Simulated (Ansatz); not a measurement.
**C₂H₇ClGeOS: one species, many methods**

An exercise on one series of results from a longer session: the logs are not shown, and one member is left open.

The runs use Ansatz 0.2.0, Gaussian basis; functionals in def2-TZVPP, the program's frozen cores in correlated methods.

Plan: PBE-D4, r2SCAN-D4, PBE0-D4, B3LYP-D4, ωB97X-V, ωB97M-V, B2PLYP; CCSD(T)/def2-TZVPP; MP2/def2-QZVPP; extrapolation to the limit.

### The relaxed structure

An earlier PBE0-D4 in a triple-zeta def2 set relaxation fixed the geometry.

SMILES `C[O][GeH]([Cl])[S]C`, 13 atoms, charge 0, spin multiplicity 1.

Atoms are counted from 1 here; the program's logs count them from 0.

Bond lengths: C1–O2 1.413 Å, C1–H7 1.096 Å, C1–H8 1.092 Å, C1–H9 1.095 Å, O2–Ge3 1.763 Å, Ge3–Cl4 2.148 Å, Ge3–S5 2.198 Å, Ge3–H10 1.530 Å, S5–C6 1.819 Å, C6–H11 1.090 Å, C6–H12 1.089 Å, C6–H13 1.090 Å. Angles: O2–C1–H7 111.9°, O2–C1–H8 107.6°, O2–C1–H9 111.3°, H7–C1–H8 108.7°, H7–C1–H9 108.5°, H8–C1–H9 108.7°, C1–O2–Ge3 119.8°, O2–Ge3–Cl4 109.5°, O2–Ge3–S5 111.0°, O2–Ge3–H10 104.8°, Cl4–Ge3–S5 105.4°, Cl4–Ge3–H10 110.6°, S5–Ge3–H10 115.6°, Ge3–S5–C6 97.7°, S5–C6–H11 111.4°, S5–C6–H12 111.3°, S5–C6–H13 106.2°, H11–C6–H12 110.1° and more.

Coordinates:

```
C     1.4817    1.2924   -0.6303
O     0.3734    1.3855    0.2420
Ge   -1.1728    0.6779   -0.2250
Cl   -1.8334    1.5553   -2.0713
S    -0.9641   -1.4702   -0.6402
C    -0.3712   -1.9801    1.0016
H     1.6623    0.2608   -0.9537
H     2.3590    1.6486   -0.0872
H     1.3424    1.9160   -1.5195
H    -2.1278    1.0402    0.9141
H    -1.1283   -1.8135    1.7677
H     0.5502   -1.4635    1.2673
H    -0.1715   -3.0493    0.9344
```

Set-up of the first run:

in.yaml reads:

```yaml
crystal:
  periodic: [false, false, false]
  atoms:
    - {symbol: C, position_ang: [1.481718, 1.292419, -0.630295]}
    - {symbol: O, position_ang: [0.373421, 1.385458, 0.242044]}
    - {symbol: Ge, position_ang: [-1.172777, 0.677887, -0.225005]}
    - {symbol: Cl, position_ang: [-1.833394, 1.555304, -2.071291]}
    - {symbol: S, position_ang: [-0.964094, -1.470217, -0.640200]}
    - {symbol: C, position_ang: [-0.371181, -1.980115, 1.001599]}
    - {symbol: H, position_ang: [1.662343, 0.260766, -0.953700]}
    - {symbol: H, position_ang: [2.359032, 1.648563, -0.087205]}
    - {symbol: H, position_ang: [1.342398, 1.915956, -1.519451]}
    - {symbol: H, position_ang: [-2.127798, 1.040226, 0.914136]}
    - {symbol: H, position_ang: [-1.128337, -1.813475, 1.767723]}
    - {symbol: H, position_ang: [0.550166, -1.463516, 1.267294]}
    - {symbol: H, position_ang: [-0.171507, -3.049256, 0.934372]}
basis:
  gaussian: {orbitals: def2-TZVPP}
hamiltonian: {xc: pbe, dispersion: d4}
output: {forces: true, orbitals: {seedname: orbitals}}
```

Run with:

```bash
ansatz run in.yaml --threads 2 --pin off --events-out ev --progress --plain --max-ram 20480MiB --backend cuda --devices 0, --max-vram 18GiB
```

Steps of the session up to this table: PBE-D4 (GGA); r2SCAN-D4 (meta-GGA); PBE0-D4 (hybrid); B3LYP-D4 (hybrid); ωB97X-V (range-separated); ωB97M-V (range-separated); B2PLYP (double hybrid); CCSD(T) in def2-TZVPP; MP2 in def2-QZVPP.

One table of the session follows, with a row left open; its other results are not shown here.

| method | atomisation energy (kJ/mol) |
| --- | --- |
| PBE-D4 | ? |
| r2SCAN-D4 | 4577.5 |
| PBE0-D4 | 4559.7 |
| B3LYP-D4 | 4532.3 |
| ωB97X-V | 4578.7 |
| ωB97M-V | 4564.2 |
| B2PLYP | 4489.2 |
| HF/def2-TZVPP | 3279.8 |
| MP2/def2-TZVPP | 4525.4 |
| CCSD/def2-TZVPP | 4376.6 |
| CCSD(T)/def2-TZVPP | 4452.0 |
| MP2/CBS | 4639.0 |
| CCSD(T)/CBS | 4565.7 |

**Question.** Estimate the row for PBE-D4.

**Answer.** atomisation energy (kJ/mol): 4635.1. In the column «atomisation energy (kJ/mol)» it lies between ωB97X-V (4578.7) and MP2/CBS (4639.0).

To keep in mind: Free atoms (2 C, 1 O, 1 Ge, 1 Cl, 1 S, 7 H) were run apart at each level; the atomisation energy is their sum less the molecule, without zero-point or spin-orbit terms.
